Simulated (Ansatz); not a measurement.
# CH8B2Si: the cost of one run

Method: RKS B3LYP-D4/6-31G, in Ansatz 0.2.0.

**1. Starting point**

Bond lengths: C1–B2 1.526 Å, B2–B3 1.656 Å, B3–Si4 1.993 Å, C1–H5 1.091 Å, C1–H6 1.147 Å, C1–H7 1.126 Å, B2–H8 1.221 Å, B3–H9 1.185 Å, Si4–H10 1.411 Å, Si4–H11 1.524 Å, Si4–H12 1.451 Å. Angles (14 of 18 angles, heavy atoms first): C1–B2–B3 119.7°, B2–B3–Si4 117.5°, C1–B2–H8 119.2°, B3–B2–H8 121.0°, B2–C1–H5 113.9°, B2–C1–H6 112.9°, B2–C1–H7 111.0°, B2–B3–H9 120.6°, Si4–B3–H9 121.5°, B3–Si4–H10 111.2°, B3–Si4–H11 105.1°, B3–Si4–H12 107.3°, H5–C1–H6 107.3°, H5–C1–H7 106.7°.

Coordinates:

```xyz
12

C    -0.7419    2.0760   -0.0407
B     0.1018    0.8353   -0.3203
B    -0.3245   -0.6166    0.3530
Si    0.8831   -2.1692    0.0313
H    -0.8094    2.3345    1.0171
H    -0.3648    3.0064   -0.5955
H    -1.7968    1.9380   -0.4084
H     1.0991    0.9373   -1.0171
H    -1.2411   -0.6895    1.1007
H     2.1788   -1.9208    0.5330
H     0.2382   -3.3347    0.7723
H     0.8544   -2.4519   -1.3914
```

**2. End point A**

Input file input.yaml:

```yaml
crystal:
  periodic: [false, false, false]
  atoms:
    - { symbol: C, position_ang: [-0.7419, 2.076, -0.0407] }
    - { symbol: B, position_ang: [0.1018, 0.8353, -0.3203] }
    - { symbol: B, position_ang: [-0.3245, -0.6166, 0.353] }
    - { symbol: Si, position_ang: [0.8831, -2.1692, 0.0313] }
    - { symbol: H, position_ang: [-0.8094, 2.3345, 1.0171] }
    - { symbol: H, position_ang: [-0.3648, 3.0064, -0.5955] }
    - { symbol: H, position_ang: [-1.7968, 1.938, -0.4084] }
    - { symbol: H, position_ang: [1.0991, 0.9373, -1.0171] }
    - { symbol: H, position_ang: [-1.2411, -0.6895, 1.1007] }
    - { symbol: H, position_ang: [2.1788, -1.9208, 0.533] }
    - { symbol: H, position_ang: [0.2382, -3.3347, 0.7723] }
    - { symbol: H, position_ang: [0.8544, -2.4519, -1.3914] }
basis:
  gaussian: { orbitals: "6-31G" }
hamiltonian:
  xc: b3lyp
  dispersion: d4
relax:
  f_tol: 0.02
  max_steps: 50
output:
  orbitals: {}
```

Run with:

```sh
ansatz run input.yaml --threads 1 --pin off --max-ram 2048MiB --backend cpu --events-out ev --progress --plain --runs-dir out
```

What time and memory should one allow on 1 thread of Arm Neoverse V2, shared host?

About 74 s, with a peak of 0.13 GiB.
